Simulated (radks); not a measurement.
# O⁺ in 1s1 2s2 2p3 3d1: an all-electron calculation

The task here is to estimate one member of a computed series from the others.

Method: Dirac Kohn-Sham, LDA (Slater exchange, Perdew-Wang correlation), spin-unpolarised, spherical densities, point nucleus; open shells fill j = l - 1/2 first. Code: radks (a radial shooting solver on a logarithmic mesh, Libxc functionals) version 1.

### The system

```
element       : oxygen (Z = 8)
charge        : +1
electrons     : 7
configuration : 1s1 2s2 2p3 3d1
```

Set-up of the first run:

Input:

```text
Z 8
configuration 1s1 2s2 2p3 3d1
relativity Dirac
functional lda,pw
spin unpolarised
j_filling energy
nucleus point
c 137.035999084
```

Steps of the session up to this table: Self-consistent calculation.

One of the session's tables, all rows but one given; the rest of the session is left out.

It belongs to the step «Orbitals and density». From the orbitals of this run (lengths in bohr):

```
level     <r>  outermost maximum (interpolated)  90 % within
1s1/2       ?                                 ?            ?
2s1/2  0.9714                             0.781         1.53
2p1/2  0.9005                             0.654         1.51
2p3/2  0.9017                             0.655         1.51
3d3/2   4.873                              4.17         7.52
3d5/2   4.873                              4.17         7.52
```

Q: Estimate the row for 1s1/2 from the others.

The run gave: <r>: 0.1932; outermost maximum (interpolated): 0.127; 90 % within: 0.345. In the column «<r>» it is the lowest.
